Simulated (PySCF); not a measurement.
# DyI2: other functionals and bases at one geometry

How far do other levels of theory move the description of DyI2, and what does each cost? It is a constructed species; whether it can be made isn't addressed.

Program: PySCF 2.14.0. Level of theory: several levels, as the steps say, no spin–orbit coupling. These are calculated values, not measurements.

1 further run of the same task is left out (for a known fault of the program).

### 1 Starting geometry

3 atoms, charge 0, spin multiplicity 1.

Bond lengths: Dy1–I2 2.977 Å, Dy1–I3 2.977 Å. Angles: I2–Dy1–I3 179.8°.

Coordinates:

```mol
DyI2
  3D, bonds by distance, orders not assigned

  3  2  0  0  0  0  0  0  0  0999 V2000
    0.0000   -0.0000    0.0716 Dy  0  0
    2.9769   -0.0000    0.0763 I   0  0
   -2.9769    0.0000    0.0763 I   0  0
  1  2  8  0
  1  3  8  0
M  END
```

Formal oxidation states: Dy +2. Each metal's 10 4f electrons lie in its core potential, so multiplicities, spins and levels count the valence alone. An earlier session relaxed this geometry at PBE0, Dy lcecp-0-SVP with ECP56, I def2-SVP with ECP28 (singlet, point group D∞h).

At PBE0 on the finer grid: E = -626.513774 Eh, frontier levels not given, since the 4f levels lie in the core, Mulliken charge on Dy1 +0.79 e, largest force component 0.003 eV/Å. 

Levels to run: r2SCAN; wB97X; PBE0, TZVP. Hardware: 2 threads of Arm Neoverse V2, shared host.

### 2 r2SCAN

File run.py (the lines that set the calculation):

```python
mol = gto.M(atom='''
Dy     0.00000     0.00000     0.07157
I      2.97686     0.00000     0.07626
I     -2.97686     0.00000     0.07626''',
    basis={'Dy': 'lcecp-0-SVP', 'I': 'def2-SVP'},
    ecp={'Dy': 'lcecp-0-SVP', 'I': 'def2-SVP'},
    charge=0, spin=0)
mf = dft.RKS(mol, xc='R2SCAN')
mf.grids.atom_grid = (75, 302)  # f atoms: unpruned, at least (60, 302)
mf = mf.density_fit()  # fitting sets: Dy AutoAux, I def2-universal-JKFIT
mf.conv_tol = 1e-08; mf.max_cycle = 55
mf.kernel(dm0)  # dm0: the density of the relaxed state
```

Command:

```console
$ OMP_NUM_THREADS=2 python run.py
```

### 3 wB97X

run.py (the lines that set the calculation): that of step 2 with these lines changed.

```diff
@@ -7,3 +7,3 @@
     charge=0, spin=0)
-mf = dft.RKS(mol, xc='R2SCAN')
+mf = dft.RKS(mol, xc='WB97X')
 mf.grids.atom_grid = (75, 302)  # f atoms: unpruned, at least (60, 302)
```

### 4 PBE0, TZVP

Basis: Dy lcecp-0-TZVP with ECP56, I def2-TZVP with ECP28. 

File run.py (the lines that set the calculation):

```python
mol = gto.M(atom='''
Dy     0.00000     0.00000     0.07157
I      2.97686     0.00000     0.07626
I     -2.97686     0.00000     0.07626''',
    basis={'Dy': 'lcecp-0-TZVP', 'I': 'def2-TZVP'},
    ecp={'Dy': 'lcecp-0-TZVP', 'I': 'def2-TZVP'},
    charge=0, spin=0)
mf = dft.RKS(mol, xc='PBE0')
mf.grids.atom_grid = (75, 302)  # f atoms: unpruned, at least (60, 302)
mf = mf.density_fit()  # fitting sets: Dy AutoAux, I def2-universal-JKFIT
mf.conv_tol = 1e-08; mf.max_cycle = 55
mf.kernel(dm0)  # dm0: free metal ions and neutral atoms
```

What does the calculation give? Wanted: for each run, charge on Dy1; dipole; largest force.

The runs gave:

| level | state | charge on Dy1 (e) | dipole (D) | largest force (eV/Å) | basis functions | time |
| --- | --- | --- | --- | --- | --- | --- |
| PBE0 (relaxed here) | singlet | 0.79 | 0.03 | 0.00 | 83 | 6.2 s |
| r2SCAN | singlet | 0.78 | 0.03 | 0.05 | 83 | 3.7 s |
| wB97X | singlet | 0.79 | 0.03 | 0.05 | 83 | 4.6 s |
| PBE0, TZVP | singlet | 1.09 | 0.03 | 0.03 | 147 | 8.9 s |

Times are on 2 threads of Arm Neoverse V2, shared host; the first row also made further properties.

The largest leftover force, 0.05 eV/Å with wB97X, stands at a geometry relaxed at another level. The Mulliken charge on Dy spans +0.78 to +1.09 e over the levels. With 4f in the core, its levels are missing from HOMO and gap. Total energies of different levels can't be compared. Spin–orbit coupling is left out throughout.
